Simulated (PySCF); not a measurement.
# GaH3 (SMILES [H][Ga]([H])[H]) at MP2/3-21G (max memory mb 1860)

We compute a structure relaxation of GaH3. Input form: a Python script.

The results are computed with PySCF 2.14.0.

**1. Starting point**

GaH3: 4 atoms, total charge 0, spin state singlet. As SMILES, `[H][Ga]([H])[H]`. Geometry: a GFN2-xTB relaxation, a rough one for these elements and not checked as a minimum. The run starts from this shape.

Bond lengths: Ga1–H2 1.567 Å, Ga1–H3 1.567 Å, Ga1–H4 1.566 Å. Angles: H2–Ga1–H3 120.0°, H2–Ga1–H4 120.0°, H3–Ga1–H4 120.0°.

**2. A structure relaxation at MP2/3-21G (max memory mb 1860)**

calc.py reads:

```python
# GaH3
from pyscf import gto, scf, mp
from pyscf.geomopt.geometric_solver import kernel as optimise

system = gto.M(
    atom=[
    ('Ga', (-0.000160, 0.000060, 0.001280)),
    ('H', (1.566090, -0.029140, 0.013370)),
    ('H', (-0.757820, 1.371010, -0.018620)),
    ('H', (-0.808110, -1.341930, 0.003970)),
],
    charge=0,
    max_memory=1860,
    basis='3-21g',
    verbose=3,
)

calc0 = scf.RHF(system)
calc0.conv_tol = 1e-10
calc0.kernel()
if not calc0.converged:
    calc0 = calc0.newton().run(calc0.mo_coeff, calc0.mo_occ)
pt = mp.MP2(calc0, frozen=9).run()
converged, mol_eq = optimise(pt, maxsteps=60, convergence_set='GAU_TIGHT')
print('converged:', converged)
print(mol_eq.tostring())

calc0.reset(mol_eq)
system = mol_eq
calc0.kernel()
if not calc0.converged:
    calc0 = calc0.newton().run(calc0.mo_coeff, calc0.mo_occ)
pt = mp.MP2(calc0, frozen=9).run()
e_tot = pt.e_tot
print('E(%s) = %.9f' % ('MP2', e_tot))
```

Started as:

```console
OMP_NUM_THREADS=1 python calc.py
```

**Question.** What will come out? Wanted: total energy at the end; dipole moment; HOMO energy; LUMO energy; HOMO–LUMO gap; correlation energy.

Computed results:

At MP2/3-21G (max memory mb 1860), 9 core orbitals frozen:

| quantity | value |
| --- | --- |
| total energy at the end | -1915.56804 Eh |
| dipole moment (Hartree–Fock density) | 0.00 D |
| HOMO energy (Hartree–Fock orbitals) | -11.47 eV |
| LUMO energy (Hartree–Fock orbitals) | 0.83 eV |
| HOMO–LUMO gap (Hartree–Fock orbitals) | 12.29 eV |
| correlation energy (9 core orbitals frozen) | -44.2 mEh |

In words: At the final geometry: Bond lengths: Ga1–H2 1.587 Å, Ga1–H3 1.587 Å, Ga1–H4 1.587 Å. Angles: H2–Ga1–H3 120.0°, H2–Ga1–H4 120.0°, H3–Ga1–H4 120.0°. The optimisation took 6 steps and changed the energy by -0.009 eV. Mulliken charges of the mean-field density run from -0.22 on H2 to +0.66 on Ga1.
